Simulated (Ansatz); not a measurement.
**C2H9FO2Si2: a dynamics run in two tries**

Wanted: a short trajectory, and a check that the input is sound. SMILES of the start: CO[Si](F)([SiH3])OC.

All numbers below are computed with Ansatz 0.2.0 (RHF/6-31G).

## Step 1: Starting point

Bond lengths (14 of 15 bonds, heavy atoms first): Si1–F2 1.685 Å, Si1–O3 1.668 Å, O3–C4 1.424 Å, Si1–Si8 2.332 Å, Si1–O12 1.667 Å, O12–C13 1.424 Å, C4–H5 1.082 Å, C4–H6 1.077 Å, C4–H7 1.082 Å, Si8–H9 1.488 Å, Si8–H10 1.488 Å, Si8–H11 1.488 Å, C13–H14 1.082 Å, C13–H15 1.078 Å. Angles (14 of 26 angles, heavy atoms first): F2–Si1–O3 104.9°, F2–Si1–Si8 113.1°, F2–Si1–O12 104.8°, O3–Si1–Si8 110.1°, O3–Si1–O12 113.6°, Si8–Si1–O12 110.2°, Si1–O3–C4 139.5°, Si1–O12–C13 139.5°, O3–C4–H5 110.2°, O3–C4–H6 107.5°, O3–C4–H7 110.5°, Si1–Si8–H9 109.4°, Si1–Si8–H10 109.3°, Si1–Si8–H11 108.4°.

Coordinates:

```xyz
16

Si   -0.1870    0.0316   -0.0467
F     0.1425    0.0055    1.6052
O     1.2771   -0.2845   -0.7797
C     2.3813   -1.1753   -0.6526
H     2.0989   -2.1688   -0.9746
H     3.1704   -0.8045   -1.2858
H     2.7241   -1.2105    0.3726
Si   -1.0261    2.0804   -0.7791
H    -2.2984    2.3775   -0.0660
H    -0.0289    3.1495   -0.4997
H    -1.2752    1.9900   -2.2429
O    -1.3212   -1.1692   -0.2745
C    -1.5631   -2.5182    0.1121
H    -1.4084   -2.6427    1.1757
H    -2.5872   -2.7470   -0.1335
H    -0.9059   -3.1846   -0.4304
```

## Step 2: The run

File input.yaml:

```yaml
crystal:
  periodic: [false, false, false]
  atoms:
    - { symbol: Si, position_ang: [-0.186997, 0.031552, -0.046694] }
    - { symbol: F, position_ang: [0.142547, 0.005485, 1.60521] }
    - { symbol: O, position_ang: [1.277103, -0.284539, -0.779669] }
    - { symbol: C, position_ang: [2.381318, -1.175284, -0.652586] }
    - { symbol: H, position_ang: [2.098918, -2.168798, -0.974557] }
    - { symbol: H, position_ang: [3.170379, -0.804539, -1.285757] }
    - { symbol: H, position_ang: [2.724099, -1.210514, 0.372593] }
    - { symbol: Si, position_ang: [-1.026148, 2.080394, -0.779059] }
    - { symbol: H, position_ang: [-2.298373, 2.377513, -0.065975] }
    - { symbol: H, position_ang: [-0.028931, 3.149513, -0.499702] }
    - { symbol: H, position_ang: [-1.27517, 1.990049, -2.242888] }
    - { symbol: O, position_ang: [-1.321222, -1.169201, -0.274479] }
    - { symbol: C, position_ang: [-1.563114, -2.518164, 0.112136] }
    - { symbol: H, position_ang: [-1.408357, -2.642747, 1.175708] }
    - { symbol: H, position_ang: [-2.587189, -2.747012, -0.133535] }
    - { symbol: H, position_ang: [-0.905862, -3.184608, -0.430447] }
basis:
  gaussian: { orbitals: "6-31G" }
hamiltonian:
  xc: hf
md:
  timestep: 0.5
  n_steps: 25
  ensemble: nve
  temperature: 300.0
  initial_velocities: maxwell_boltzmann
  seed: 403543
  masses: [{ species: Si, mass: 0.0 }]
```

Command:

```console
$ ansatz run input.yaml --threads 1 --pin off --max-ram 2048MiB --backend cpu --events-out ev --progress --plain --runs-dir out
```

What does the calculation give? Wanted: first try.

**Answer**, as computed:

| quantity | value |
| --- | --- |
| first try | refused |
| cause | an atom is given no mass, so any force would accelerate it without limit |

**Reading.** The fault in the first input was caught at the input check and cost nothing.
